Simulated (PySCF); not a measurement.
# C3H2FN3S: the cost of one run

Programs: PySCF 2.14.0, with routines of our own; each step states its level. All values are computed. Atoms count from 0.

## 1. The starting structure

10 atoms, charge 0, multiplicity 1; geometry from: GFN2-xTB.

## 2. Magnetic properties: GIAO B97-2/pcSseg-1

Job settings and geometry (Å):

```
{"job": {"kind": "mag", "xc": "B97-2", "basis": "pcSseg-1", "isotopologues": 2}, "charge": 0, "multiplicity": 1}
N     -2.302498    -0.175653     0.560779
C     -1.342376     0.237553    -0.134818
C      0.075457    -0.054898     0.061273
N      0.530075    -0.822527     1.037887
S      2.135632    -0.929461     0.957939
N      2.334344     0.011341    -0.345375
C      1.155063     0.420969    -0.734617
F      1.018272     1.210780    -1.783997
H     -2.030285    -0.777865     1.337501
H     -1.564802     0.884415    -0.979100
```

With the program's defaults for keys left out, this is: GIAO B97-2/pcSseg-1 magnetisability, rotational g tensor and spin-rotation constants, non-relativistic, gas phase.

Run with:

```
> OMP_NUM_THREADS=1 python excited_run.py task.json out
```

One launch serves the whole session: the jobs run in the order shown.

Q: Estimate the wall time and peak memory of this first job on 1 thread of AMD EPYC 7R43, shared host.

About 35 s, with a peak of 0.76 GiB.
